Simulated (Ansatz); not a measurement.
Working through an atomisation energy of ClH3OSn, SMILES [OH][SnH2][Cl]

Computed with the Python package of Ansatz (0.2.0).

Typed at the interpreter:
```pycon
>>> from collections import Counter
>>> import ansatz as az
>>> from ase import Atoms
>>> BASIS_SET = "def2-SVP"
>>> XC = "r2SCAN"
>>> VDW = "d3bj"
>>> def energy_of(molecule, charge=0, unpaired=0):
...     calc = molecule.calculation().basis(gaussian=BASIS_SET).functional(XC, dispersion=VDW)
...     if charge:
...         calc = calc.charge(charge)
...     if unpaired:
...         calc = calc.spin("collinear", total=unpaired)
...     report = calc.run(threads=1).report
...     if report["published_state_doubts"]:
...         print("  doubts:", report["published_state_doubts"])
...     return report["free_energy_ev"]
...
>>> atoms = Atoms(["O", "Sn", "Cl", "H", "H", "H"], positions=[
...     (-1.0937, -1.0864, -0.4597),
...     (0.2996, 0.1706, 0.1265),
...     (2.077, -1.0969, 0.929),
...     (-1.7814, -0.4255, -0.7996),
...     (0.8409, 1.1441, -1.2401),
...     (-0.3004, 1.2301, 1.3978),
... ])
>>> molecule = az.Crystal.molecule_from_ase(atoms)
>>> # unpaired electrons of the ground-state atoms
>>> unpaired = {"O": 2, "Sn": 2, "Cl": 1, "H": 1}
>>> counts = Counter(site.symbol for site in molecule.cartesian_sites)
>>> atom_energy = {s: energy_of(az.Crystal.molecule().atom(s, (0, 0, 0)), 0, unpaired[s]) for s in counts}
DeckWarning: the engine holds no damping parameters fitted to this dispersion correction and functional, so the run takes those fitted to r2scan beside the three-body term, which d3bj leaves out (hamiltonian.dispersion, under Limitations)
>>> whole = energy_of(molecule, 0, 0)
>>> for s, e in atom_energy.items():
...     print(f"{s:2s} x{counts[s]}  {e:14.5f} eV")
...
O  x1     -2039.86316 eV
Sn x1     -5832.10669 eV
Cl x1    -12516.14886 eV
H  x3       -13.58417 eV
>>> print(f"ClH3OSn: {whole:.5f} eV")
ClH3OSn: -20445.48602 eV
>>> split = sum(counts[s] * e for s, e in atom_energy.items()) - whole
>>> print(f"atomisation energy (no zero-point term): {23.060548 * split:.1f} kcal/mol, {split / sum(counts.values()):.3f} eV an atom")
atomisation energy (no zero-point term): 383.1 kcal/mol, 2.769 eV an atom
```

383.1 kcal/mol from the electronic energies, without the zero-point term.

What to keep in mind:
- Total energies depend on the basis set; only differences at equal settings carry meaning.
- Warnings are shown shortened and without file and line.
- The geometry is a force-field or estimated start, not a minimum of this method, and the basis set is short of its limit. All parts are taken at fixed geometry, without zero-point energy.
- def2 sets replace the cores of elements past krypton by effective core potentials.
- The spin-orbit lowering of heavy atoms is left out.
- A dispersion term here runs with damping parameters fitted for another variant or functional.
- Run time: 3.7 s on 1 thread of INTEL(R) XEON(R) PLATINUM 8581C CPU @ 2.30GHz (Emerald Rapids), with other jobs on the host, peak memory 0.21 GiB.
